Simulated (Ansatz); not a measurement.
Run this with the Python package of Ansatz (0.2.0) and show what comes out.

Contents of `hfru_hfru_pm_3m.cif`:
```cif
data_HfRu
_cell_length_a 3.233000
_cell_length_b 3.233000
_cell_length_c 3.233000
_cell_angle_alpha 90.00000
_cell_angle_beta 90.00000
_cell_angle_gamma 90.00000
_symmetry_space_group_name_H-M 'P 1'
_symmetry_Int_Tables_number 1
loop_
_symmetry_equiv_pos_as_xyz
'x, y, z'
loop_
_atom_site_label
_atom_site_type_symbol
_atom_site_fract_x
_atom_site_fract_y
_atom_site_fract_z
Hf1 Hf    0.000000    0.000000    0.000000
Ru2 Ru    0.500000    0.500000    0.500000
```

The script reads `hfru_hfru3_pm_3m.cif`:
```cif
data_HfRu3
_cell_length_a 3.955773
_cell_length_b 3.955773
_cell_length_c 3.955773
_cell_angle_alpha 90.00000
_cell_angle_beta 90.00000
_cell_angle_gamma 90.00000
_symmetry_space_group_name_H-M 'P 1'
_symmetry_Int_Tables_number 1
loop_
_symmetry_equiv_pos_as_xyz
'x, y, z'
loop_
_atom_site_label
_atom_site_type_symbol
_atom_site_fract_x
_atom_site_fract_y
_atom_site_fract_z
Hf1 Hf    0.000000    0.000000    0.000000
Ru2 Ru    0.500000    0.500000    0.000000
Ru3 Ru    0.500000    0.000000    0.500000
Ru4 Ru    0.000000    0.500000    0.500000
```

The script reads `hfru_hf.cif`:
```cif
data_Hf
_cell_length_a 3.196700
_cell_length_b 3.196700
_cell_length_c 5.057800
_cell_angle_alpha 90.00000
_cell_angle_beta 90.00000
_cell_angle_gamma 120.00000
_symmetry_space_group_name_H-M 'P 1'
_symmetry_Int_Tables_number 1
loop_
_symmetry_equiv_pos_as_xyz
'x, y, z'
loop_
_atom_site_label
_atom_site_type_symbol
_atom_site_fract_x
_atom_site_fract_y
_atom_site_fract_z
Hf1 Hf    0.333333    0.666667    0.250000
Hf2 Hf    0.666667    0.333333    0.750000
```

`hfru_ru.xyz`
```text
2
Lattice="2.7058 0.0 0.0 -1.3529 2.34329154 0.0 0.0 0.0 4.2819" Properties=species:S:1:pos:R:3 pbc="T T T"
Ru   -0.00000000    1.56219436    1.07047500
Ru    1.35290000    0.78109718    3.21142500
```

The script, `run_hull.py`:
```python
from collections import Counter
import warnings

import ansatz as az
from ase.io import read
import matplotlib.pyplot as plt
import numpy as np
from scipy.spatial import ConvexHull

FUNCTIONAL = 'r2scan'
ECUT = 600
MAX_ITERATIONS = 60
K_SPACING = 0.3
FILLING = 'fermi_dirac'
SIGMA = 0.1


def compute(name, crystal):
    calc = (
        crystal.calculation()
        .functional(FUNCTIONAL)
        .basis(ECUT)
        .scf(max_iterations=MAX_ITERATIONS)
        .kpoints(spacing=K_SPACING)
        .occupations(FILLING, width=SIGMA)
    )
    calc = calc.relax(force_tolerance=0.02, max_steps=30, fix_cell=['shape'])
    return calc.run(threads=1, pin='off')


def counts(outcome):
    return Counter(site.symbol for site in outcome.lattice.sites)

def formation_energy(outcome, mu):
    n = counts(outcome)
    return (outcome.report['energy_sigma0_ev'] - sum(k * mu[element] for element, k in n.items())) / sum(n.values())

warnings.simplefilter('ignore', az.DeckWarning)

phases = {}
atoms = read('hfru_hfru_pm_3m.cif')
hfru_pm_3m = az.Crystal.from_ase(atoms)
phases['HfRu Pm-3m'] = hfru_pm_3m
atoms = read('hfru_hfru3_pm_3m.cif')
hfru3_pm_3m = az.Crystal.from_ase(atoms)
phases['HfRu3 Pm-3m'] = hfru3_pm_3m
atoms = read('hfru_hf.cif')
hf = az.Crystal.from_ase(atoms)
phases['Hf'] = hf
ru = az.Crystal.from_extxyz('hfru_ru.xyz')
phases['Ru'] = ru

done = {}
for name, crystal in phases.items():
    done[name] = compute(name, crystal)
    print(f'{name}: {done[name].report["energy_sigma0_ev"]:.4f} eV, {len(done[name].lattice.sites)} atoms')

references = {'Hf': 'Hf', 'Ru': 'Ru'}
mu = {element: done[name].report['energy_sigma0_ev'] / len(done[name].lattice.sites) for element, name in references.items()}
points = sorted((counts(o)['Ru'] / len(o.lattice.sites), formation_energy(o, mu), name) for name, o in done.items())

xy = np.array([(x, e) for x, e, _ in points] + [(0.5, 10.0)])
hull = sorted(tuple(xy[i]) for i in ConvexHull(xy).vertices if xy[i, 1] < 5)
rows = [(name, x, e, e - np.interp(x, *zip(*hull))) for x, e, name in points]
print('| phase | x(Ru) | E_form (eV/atom) | above hull (eV/atom) |')
print('| --- | --- | --- | --- |')
for row in rows:
    print(f'| {row[0]} | {row[1]:.3f} | {row[2]:.4f} | {row[3]:.4f} |')
print('on the hull of these phases:', ', '.join(row[0] for row in rows if row[3] < 1e-6))
stable = [row for row in rows if row[3] < 1e-6]
plt.figure(figsize=(4.5, 3.2))
plt.plot([row[1] for row in stable], [row[2] for row in stable], 'k-o')
plt.plot([row[1] for row in rows], [row[2] for row in rows], 'r.')
plt.xlabel('fraction of Ru')
plt.ylabel('formation energy (eV/atom)')
plt.tight_layout()
plt.savefig('hull.png', dpi=100)
```

```console
$ python run_hull.py
HfRu Pm-3m: -21625.5108 eV, 2 atoms
HfRu3 Pm-3m: -33405.9753 eV, 4 atoms
Hf: -31466.1302 eV, 2 atoms
Ru: -11781.4411 eV, 2 atoms
| phase | x(Ru) | E_form (eV/atom) | above hull (eV/atom) |
| --- | --- | --- | --- |
| Hf | 0.000 | 0.0000 | 0.0000 |
| HfRu Pm-3m | 0.500 | -0.8626 | 0.0000 |
| HfRu3 Pm-3m | 0.750 | -0.1871 | 0.2441 |
| Ru | 1.000 | 0.0000 | 0.0000 |
on the hull of these phases: Hf, HfRu Pm-3m, Ru
```

Reading the output:
- Total energies depend on the potentials; only differences at equal settings carry meaning.
- For the metals among these phases the mesh is modest: differences between phases can be off by up to 40 meV an atom.
- Atoms and volume are relaxed with the cell's shape held, which in cells of lower than cubic symmetry can hide stresses and shift volumes.
- Spin-orbit coupling, which matters for elements this heavy, is left out.
- The cells come from databases of deposited and of computed structures, and not all need be stable phases.
- Differences under about 40 meV an atom lie within the error of mesh and functional, so such verdicts may flip; only the cells listed enter the hull.
- Finished in 100 s on 1 thread of Arm Neoverse V1, on a shared host, peak memory 0.71 GiB.

(Lines on the test bed's own set-up are left out of the output.)
